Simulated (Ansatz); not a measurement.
# BF3H2O: the cost of one run

Method: RKS B3LYP/def2-SVP, in Ansatz 0.2.0.

**1. Starting point**

Bond lengths: B1–F2 1.670 Å, B1–F3 1.320 Å, B1–F4 1.320 Å, B1–O5 1.710 Å, O5–H6 1.010 Å, F2–H7 1.041 Å, O5–H7 1.132 Å. Angles: B1–F2–H7 80.7°, F2–B1–F3 120.0°, F2–B1–F4 120.0°, F2–B1–O5 71.6°, F3–B1–F4 120.0°, F3–B1–O5 97.0°, F4–B1–O5 101.2°, B1–O5–H6 109.5°, B1–O5–H7 76.7°, H6–O5–H7 144.1°, F2–H7–O5 131.0°.

Structure file:

```xyz
7

B     0.0000    0.0000    0.0000
F     0.0000    0.0000    1.6700
F     1.1431    0.0000   -0.6600
F    -1.1431    0.0000   -0.6600
O     0.0715   -1.6212    0.5392
H    -0.4750   -2.2058   -0.0770
H     0.0453   -1.0266    1.5024
```

**2. Pulling towards end A**

Springs on the bonds that form and break draw the guess towards this end; the thresholds are loose.

input.yaml

```yaml
crystal:
  periodic: [false, false, false]
  atoms:
    - { symbol: B, position_ang: [0.0, 0.0, 0.0] }
    - { symbol: F, position_ang: [0.0, 0.0, 1.67] }
    - { symbol: F, position_ang: [1.1431, 0.0, -0.66] }
    - { symbol: F, position_ang: [-1.1431, 0.0, -0.66] }
    - { symbol: O, position_ang: [0.0715, -1.6212, 0.5392] }
    - { symbol: H, position_ang: [-0.475, -2.2058, -0.077] }
    - { symbol: H, position_ang: [0.0453, -1.0266, 1.5024] }
basis:
  gaussian: { orbitals: def2-SVP }
hamiltonian:
  xc: b3lyp
relax:
  f_tol: 0.15
  max_steps: 25
  restrain:
    - { distance: [0, 4], at: 2.61, k: 30.0 }
    - { distance: [6, 1], at: 2.12, k: 30.0 }
    - { distance: [0, 1], at: 1.32, k: 30.0 }
    - { distance: [6, 4], at: 1.01, k: 30.0 }
output:
  orbitals: {}
```

Started as:

```
ansatz run input.yaml --threads 2 --pin off --max-ram 3072MiB --backend cpu --events-out ev --progress --plain --runs-dir out
```

**Question.** How long does this run take on 2 threads of Arm Neoverse V2, shared host, and how much memory does it need?

About 12 s, with a peak of 0.15 GiB.
